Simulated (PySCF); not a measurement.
# HNOs (triplet): spin, charge, geometry and surroundings

How does HNOs (triplet) answer to another spin, charge, distance or environment?

Program: PySCF 2.14.0. Level of theory: each script names its method and basis. These are calculated values, not measurements.

5 further runs of the same task are left out: 2 for a known fault of the program, 3 that didn't finish. Runs told in other sessions of the task aren't counted.

### 1 The system as given

HNOs (triplet): 3 atoms, charge 0, spin multiplicity 3.

Bond lengths: Os1–N2 1.627 Å, Os1–H3 1.636 Å. Angles: N2–Os1–H3 110.8°.

Coordinates:

```xyz
3
charge 0, multiplicity 3
Os    0.0827    0.0000   -0.0684
N    -1.2379    0.0000    0.8812
H     1.4466    0.0000    0.8353
```

### 2 Base script

File input.py:

```python
from pyscf import gto, scf, tdscf

mol = gto.M(
    atom='Os 0.0827 0 -0.0684; N -1.2379 0 0.8812; H 1.4466 0 0.8353',
    basis='lanl2dz',
    ecp={'Os': 'lanl2dz'},
    charge=0,
    spin=2,
    verbose=4,
)
mf = scf.UHF(mol)
mf.level_shift = 0.3
mf = mf.newton()
mf.kernel()
td = tdscf.TDA(mf)
td.nstates = 5
td.kernel()
td.analyze(verbose=3)
mf.dip_moment()
print('orbital energies (hartree):', [e[max(0, n-3):n+3].round(4) for e, n in zip(mf.mo_energy, mol.nelec)])
```

Started as:

```
OMP_NUM_THREADS=1 python input.py
```

Its log is not repeated here.

### 3 Coordinates × 1.07

Edit 1 changes geometry: coordinates × 1 → coordinates × 1.07.

input.py: that of step 2 with these lines changed.

```diff
@@ -3,3 +3,3 @@
 mol = gto.M(
-    atom='Os 0.0827 0 -0.0684; N -1.2379 0 0.8812; H 1.4466 0 0.8353',
+    atom='Os 0.0885 0 -0.0732; N -1.3246 0 0.9429; H 1.5479 0 0.8938',
     basis='lanl2dz',
```

### 4 Coordinates × 0.3

Edit 2 changes geometry: coordinates × 1 → coordinates × 0.3.

input.py: that of step 2 with these lines changed.

```diff
@@ -3,3 +3,3 @@
 mol = gto.M(
-    atom='Os 0.0827 0 -0.0684; N -1.2379 0 0.8812; H 1.4466 0 0.8353',
+    atom='Os 0.0248 0 -0.0205; N -0.3714 0 0.2644; H 0.434 0 0.2506',
     basis='lanl2dz',
```

### 5 Lengths in bohr

Edit 3 changes length unit: angstrom → bohr.

input.py: that of step 2 with these lines changed.

```diff
@@ -8,2 +8,3 @@
     spin=2,
+    unit='bohr',
     verbose=4,
```

### 6 Coordinates × 0.97

Edit 4 changes geometry: coordinates × 1 → coordinates × 0.97.

input.py: that of step 2 with these lines changed.

```diff
@@ -3,3 +3,3 @@
 mol = gto.M(
-    atom='Os 0.0827 0 -0.0684; N -1.2379 0 0.8812; H 1.4466 0 0.8353',
+    atom='Os 0.0802 0 -0.0663; N -1.2008 0 0.8548; H 1.4032 0 0.8102',
     basis='lanl2dz',
```

### 7 Electric field 0.001 a.u.

Edit 5 changes electric field: none → 0.001 a.u.

input.py: that of step 2 with these lines changed.

```diff
@@ -11,2 +11,7 @@
 mf = scf.UHF(mol)
+field = 0.001  # electric field along z, atomic units
+h = mf.get_hcore() + field*mol.intor('int1e_r')[2]
+mf.get_hcore = lambda *args: h
+e_nuc = mol.energy_nuc() - field*mol.atom_charges() @ mol.atom_coords()[:, 2]
+mf.energy_nuc = lambda *args: e_nuc
 mf.level_shift = 0.3
```

Before running it: what results should come out? Wanted: for each run, E(SCF); from base; gap, α spin; SCF dipole; after the SCF.

The runs gave:

| run | E(SCF) (hartree) | from base (eV) | cycles | gap, α spin (eV) | SCF dipole (D) | after the SCF |
| --- | --- | --- | --- | --- | --- | --- |
| base | -145.126255 | 0 | 7 macro | 8.40 | 2.94 | lowest root found 0.07 eV |
| coordinates × 1.07 | -145.144919 | -0.5079 | 7 macro | 8.29 | 2.91 | lowest root found 0.79 eV |
| coordinates × 0.3 (poor choice) | -108.958426 | +984.1768 | 5 macro | 5.43 | 2.43 | lowest root found 1.73 eV |
| lengths in bohr (poor choice) | -140.071714 | not comparable | 4 macro | 4.94 | 2.13 | lowest root found 2.44 eV |
| coordinates × 0.97 | -145.111151 | +0.4110 | 7 macro | 8.43 | 2.89 | lowest root found 0.12 eV |
| electric field 0.001 a.u. | -145.125285 | +0.0264 | 7 macro | 8.38 | 2.82 | lowest root found 0.07 eV |

The largest comparable shift of the SCF energy, +984.177 eV, comes with the run “coordinates × 0.3”. With coordinates × 0.3 the frontier gap moves by over 1.5 eV, which can mean another electronic state rather than the bond length alone. Rows marked «poor choice» come from settings spoiled on purpose.
